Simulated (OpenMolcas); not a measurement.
# InF (SMILES [F][In]) at RGE2/def2-QZVP (core potential)

Aim: the vertical singlet–triplet gap of InF at RGE2/def2-QZVP (core potential), from 2 runs. 

The results are computed with OpenMolcas 26.06.

**1. The structure to begin with**

InF: 2 atoms, total charge 0, spin state singlet. As SMILES, `[F][In]`. Geometry: a GFN2-xTB relaxation, a rough one for these elements and not checked as a minimum.

Bond lengths: F1–In2 2.025 Å.

**2. The energy at RGE2/def2-QZVP (core potential)**

The input, geom.xyz:

```xyz
2

F      0.000000     0.000000     0.000000
In     0.000000     0.000000     2.025490
```

The input, job.inp:

```
>>> EXPORT MOLCAS_PRINT=2

&GATEWAY
 BasLib=$CurrDir
 Coord=geom.xyz
 Basis=def2-QZVP
 Group=NoSym

&SEWARD

&SCF
 KSDFT=RGE2
 PrOrbitals=0
```

The basis set def2-QZVP is read from a file made from the Basis Set Exchange's data (not shown).

Run with:

```
$ export MOLCAS_MEM=1860
$ pymolcas job.inp > job.log
```

Log:

```text
--- Start Module: gateway ---
[...]
--- Stop Module: gateway /rc=_RC_ALL_IS_WELL_ ---
--- Start Module: seward ---
[...]
      Basis functions          139
--- Stop Module: seward /rc=_RC_ALL_IS_WELL_ ---
[...]
--- Start Module: scf ---
[...]
       Convergence after  18 Iterations
[...]
::    Total KS-DFT energy                            -289.5958388515
[...]
      Total spin, S                                     0.0000000000
[...]
      Total electronic charge=   30.000000
      Total            charge=   -0.000000
[...]
      Dipole Moment (debye):
      Origin of the operator (angstrom)=    0.0000    0.0000    1.7381
                   X=  2.3048E-15               Y=  1.5728E-14               Z=  3.2421E+00           Total=  3.2421E+00
      Quadrupole Moment (debye*angstrom):
[...]
--- Stop Module: scf /rc=_RC_ALL_IS_WELL_ ---
[...]
```

It took 23 s on 1 thread of Arm Neoverse V1, shared host; peak memory 1.1 GiB.

**3. The triplet, same level**

geom.xyz is that of step 2.

The input, job.inp:

```
* FIn Kohn-Sham DFT
>>> EXPORT MOLCAS_PRINT=2
&GATEWAY
BasLib
$CurrDir
Coord
geom.xyz
Basis
def2-QZVP
Group
NoSym
&SEWARD
&SCF
UHF
Spin
3
KSDFT
RGE2
PrOrbitals
0
```

The basis set def2-QZVP is read from a file made from the Basis Set Exchange's data (not shown).

Run with:

```
$ export MOLCAS_MEM=1860
$ pymolcas job.inp > job.log
```

Log:

```text
--- Start Module: gateway ---
[...]
--- Stop Module: gateway /rc=_RC_ALL_IS_WELL_ ---
--- Start Module: seward ---
[...]
      Basis functions          139
--- Stop Module: seward /rc=_RC_ALL_IS_WELL_ ---
[...]
--- Start Module: scf ---
[...]
       Convergence after  26 Iterations
[...]
::    Total KS-DFT energy                            -289.4562433504
[...]
      Total spin, S                                     1.0008946779
[...]
      Total electronic charge=   30.000000
      Total            charge=   -0.000000
[...]
      Dipole Moment (debye):
      Origin of the operator (angstrom)=    0.0000    0.0000    1.7381
                   X= -2.3099E-15               Y=  6.7665E-15               Z=  2.5580E+00           Total=  2.5580E+00
      Quadrupole Moment (debye*angstrom):
[...]
--- Stop Module: scf /rc=_RC_ALL_IS_WELL_ ---
[...]
```

It took 35 s on 1 thread of Arm Neoverse V1, shared host; peak memory 1.1 GiB.

**4. Results**

At RGE2/def2-QZVP (core potential):

| quantity | value |
| --- | --- |
| singlet: total energy | -289.59584 Eh |
| singlet: dipole moment | 3.24 D |
| singlet: HOMO energy | -6.49 eV |
| singlet: LUMO energy | -2.21 eV |
| singlet: HOMO–LUMO gap | 4.28 eV |
| triplet: total energy | -289.45624 Eh |
| triplet: dipole moment | 2.56 D |
| triplet: HOMO energy (highest over α and β) | -3.28 eV |
| triplet: ⟨S²⟩ | 2.003 |
| vertical energy of the triplet above the singlet | 3.799 eV |

At this shape the triplet lies 3.80 eV (88 kcal/mol) above the singlet.
